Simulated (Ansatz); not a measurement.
# CCSD/def2-SVP run of Si2H4ClF (SMILES F[SiH]([SiH3])Cl)

Aim: the energy change on altering one bond length of Si2H4ClF at CCSD/def2-SVP, from 2 runs. 

The results are computed with Ansatz 0.2.0.

68 further runs of the same task are left out: 68 set aside as unsound or not needed. Runs told in other sessions of the task aren't counted.

### Step 1. The molecule

Si2H4ClF: 8 atoms, total charge 0, spin state singlet. As SMILES, `F[SiH]([SiH3])Cl`. The shape is that of a PBE0-D4/def2-TZVP optimisation.

Bond lengths: F1–Si2 1.597 Å, Si2–Si3 2.339 Å, Si2–Cl4 2.049 Å, Si2–H5 1.481 Å, Si3–H6 1.487 Å, Si3–H7 1.486 Å, Si3–H8 1.485 Å. Some angles: F1–Si2–Si3 109.8°, F1–Si2–Cl4 107.9°, Si3–Si2–Cl4 109.0°, F1–Si2–H5 107.2°, Si3–Si2–H5 115.4°, Cl4–Si2–H5 107.3°, Si2–Si3–H6 110.0°, Si2–Si3–H7 108.3°, Si2–Si3–H8 109.2°, H6–Si3–H7 109.5°.

### Step 2. A single-point energy at CCSD/def2-SVP

Contents of in.yaml:

```yaml
crystal:
  periodic: [false, false, false]
  atoms:
    - {symbol: F, position_ang: [-1.329000, 1.796800, 0.161200]}
    - {symbol: Si, position_ang: [-0.382900, 0.812800, -0.667700]}
    - {symbol: Si, position_ang: [0.539000, -0.793000, 0.761300]}
    - {symbol: Cl, position_ang: [-1.534100, -0.130100, -2.075900]}
    - {symbol: H, position_ang: [0.596600, 1.655400, -1.392300]}
    - {symbol: H, position_ang: [1.355700, -0.131100, 1.812300]}
    - {symbol: H, position_ang: [1.403500, -1.693800, -0.044400]}
    - {symbol: H, position_ang: [-0.556600, -1.574100, 1.389600]}
basis:
  gaussian: {orbitals: def2-SVP}
correlation: {method: ccsd, frozen_orbitals: {Cl: 5, F: 1, H: 0, Si: 5}}
accuracy: high
scf: {omitted_lower_state_checks: [cluster_reference, increment]}
```

Command:

```
$ ansatz run in.yaml --threads 1 --pin off --max-ram 3480MiB --events-out events.jsonl --progress --plain --runs-dir runs
```

What it wrote, shortened:

```text
Warning: RAYON_NUM_THREADS=1 ignored (pool sized by the plan → 1); use --threads N
Functional definition: HF
  name "HF"
[...]
1801 factors; integrals over basis functions are off by at most 5.2e-9 eV
[...]
mean field -30989.03213763 eV, -1138.8259259375 hartree, gradient 8.6e-9 eV, S^2 0.000000; 0 other end points of the search recorded, 0 dependent functions left out
16 core orbitals not correlated: weight in the atoms' cores, before any rotation towards them, 1.000 or more for the frozen orbitals, at most 0.000 for the correlated occupied ones
reference -30989.03213763 eV, -1138.8259259375 hartree; 13, 13 occupied and 59, 59 virtual orbitals, 1801 factors
second order -13.94125694 eV of doubles, -0.00000000 eV of singles
cycle   1  -14.80400665 eV  change   -8.6e-1 eV  update   9.0e-2
[...]
cycle  19  -15.27609419 eV  change    1.8e-9 eV  update   2.8e-9
Total energy: -31004.30823182 eV, -1139.3873120446 hartree
Checks for a lower state left out: cluster_reference, increment
```

Run time: 11 s. Hardware: 1 thread of Intel Xeon Platinum 8259CL at 2.50GHz (Skylake/Cascade Lake), shared host; peak memory 0.45 GiB.

### Step 3. The distorted shape

Contents of job.yaml:

```yaml
crystal:
  periodic: [false, false, false]
  atoms:
    - {symbol: F, position_ang: [-1.475946, 1.670392, 0.269905]}
    - {symbol: Si, position_ang: [-0.529846, 0.686392, -0.558995]}
    - {symbol: Si, position_ang: [0.392054, -0.919408, 0.870005]}
    - {symbol: Cl, position_ang: [-1.681046, -0.256508, -1.967195]}
    - {symbol: H, position_ang: [0.596600, 1.655400, -1.392300]}
    - {symbol: H, position_ang: [1.208754, -0.257508, 1.921005]}
    - {symbol: H, position_ang: [1.256554, -1.820208, 0.064305]}
    - {symbol: H, position_ang: [-0.703546, -1.700508, 1.498305]}
basis:
  gaussian:
    orbitals: def2-SVP
correlation:
  method: ccsd
  frozen_orbitals: {Cl: 5, F: 1, H: 0, Si: 5}
accuracy: high
scf:
  omitted_lower_state_checks: [cluster_reference, increment]
```

Command:

```
$ ansatz run job.yaml --threads 1 --pin off --max-ram 3480MiB --events-out events.jsonl --progress --plain --runs-dir runs
```

What it wrote, shortened:

```text
Warning: RAYON_NUM_THREADS=1 ignored (pool sized by the plan → 1); use --threads N
Functional definition: HF
  name "HF"
[...]
1792 factors; integrals over basis functions are off by at most 5.0e-9 eV
[...]
mean field -30988.63016082 eV, -1138.8111535623 hartree, gradient 9.7e-9 eV, S^2 0.000000; 0 other end points of the search recorded, 0 dependent functions left out
16 core orbitals not correlated: weight in the atoms' cores, before any rotation towards them, 1.000 or more for the frozen orbitals, at most 0.000 for the correlated occupied ones
reference -30988.63016082 eV, -1138.8111535623 hartree; 13, 13 occupied and 59, 59 virtual orbitals, 1792 factors
second order -13.97351230 eV of doubles, -0.00000000 eV of singles
cycle   1  -14.83259589 eV  change   -8.6e-1 eV  update   9.3e-2
[...]
cycle  21  -15.32045296 eV  change  -8.8e-10 eV  update   1.0e-9
Total energy: -31003.95061378 eV, -1139.3741698240 hartree
Checks for a lower state left out: cluster_reference, increment
```

Run time: 12 s. Hardware: 1 thread of Intel Xeon Platinum 8259CL at 2.50GHz (Skylake/Cascade Lake), shared host; peak memory 0.44 GiB.

### Step 4. Summary of results

At CCSD/def2-SVP, 16 core orbitals frozen:

```
                                                          quantity           value
                                         first shape: total energy  -1139.38731 Eh
         first shape: correlation energy (16 core orbitals frozen)      -561.4 mEh
                                        first shape: T1 diagnostic           0.011
                                     distorted shape: total energy  -1139.37417 Eh
     distorted shape: correlation energy (16 core orbitals frozen)      -563.0 mEh
                                    distorted shape: T1 diagnostic           0.012
energy change with the Si2–H5 bond stretched from 1.481 to 1.704 Å        0.358 eV
```

In words: With the Si2–H5 bond stretched from 1.481 to 1.704 Å the energy rises by 0.36 eV (34.5 kJ/mol). The first shape isn't relaxed at this level, so the change isn't measured from a minimum.
